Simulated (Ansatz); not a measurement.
**SnH₄S: how energies converge with the basis set**

Aim: see how fast density functionals converge with the basis set for SnH₄S.

The runs use Ansatz 0.2.0, Gaussian basis; one geometry, several basis sets.

The runs, in order: PBE0-D4/def2-SVP; ωB97M-V/def2-SVP; PBE0-D4/def2-QZVPP; ωB97M-V/def2-QZVPP; the functionals' def2-TZVPP values are taken from earlier runs.

### 1 The relaxed structure

An earlier PBE0-D4 in a triple-zeta def2 set relaxation fixed the geometry. Sn takes the def2 core potential; no spin-orbit term is included.

SMILES `[SH][SnH3]`, 6 atoms, charge 0, spin multiplicity 1.

Atoms are counted from 1 here; the program's logs count them from 0.

Bond lengths: S1–Sn2 2.406 Å, S1–H3 1.343 Å, Sn2–H4 1.706 Å, Sn2–H5 1.706 Å, Sn2–H6 1.701 Å. Angles: Sn2–S1–H3 93.9°, S1–Sn2–H4 109.4°, S1–Sn2–H5 109.5°, S1–Sn2–H6 104.7°, H4–Sn2–H5 110.2°, H4–Sn2–H6 111.5°, H5–Sn2–H6 111.4°.

As a file:

```xyz
6
H4SSn
S     1.0343   -0.9053    1.2617
Sn   -0.3120    0.4562   -0.1944
H     1.1366   -1.9121    0.3785
H    -1.7506   -0.3751   -0.5795
H     0.5633    0.8067   -1.6157
H    -0.6294    1.8656    0.7031
```

### 2 PBE0-D4 in def2-SVP

Contents of in.yaml:

```yaml
crystal:
  periodic: [false, false, false]
  atoms:
    - {symbol: S, position_ang: [1.034319, -0.905293, 1.261731]}
    - {symbol: Sn, position_ang: [-0.312042, 0.456216, -0.194380]}
    - {symbol: H, position_ang: [1.136561, -1.912107, 0.378493]}
    - {symbol: H, position_ang: [-1.750608, -0.375135, -0.579504]}
    - {symbol: H, position_ang: [0.563282, 0.806696, -1.615706]}
    - {symbol: H, position_ang: [-0.629412, 1.865625, 0.703067]}
basis:
  gaussian: {orbitals: def2-SVP}
hamiltonian: {xc: pbe0, dispersion: d4}
output: {orbitals: {seedname: orbitals}}
```

After this run come: ωB97M-V in def2-SVP; PBE0-D4 in def2-QZVPP; ωB97M-V in def2-QZVPP.

**Question.** What will the summary of the whole plan be? Wanted: PBE0-D4: double and triple zeta above quadruple; ωB97M-V: double and triple zeta above quadruple.

As calculated:

```
                                       quantity          value
PBE0-D4: double and triple zeta above quadruple  4.51, 0.40 eV
ωB97M-V: double and triple zeta above quadruple  4.54, 0.39 eV
```

PBE0-D4 gains 4.12 eV from double to triple zeta, then 0.40 eV more. Total energies overstate the basis error of differences, where much of it tends to cancel. The LUMO of ωB97M-V is positive and keeps falling with the basis (1.53 to 0.71 eV): an unbound level that the basis holds in place.
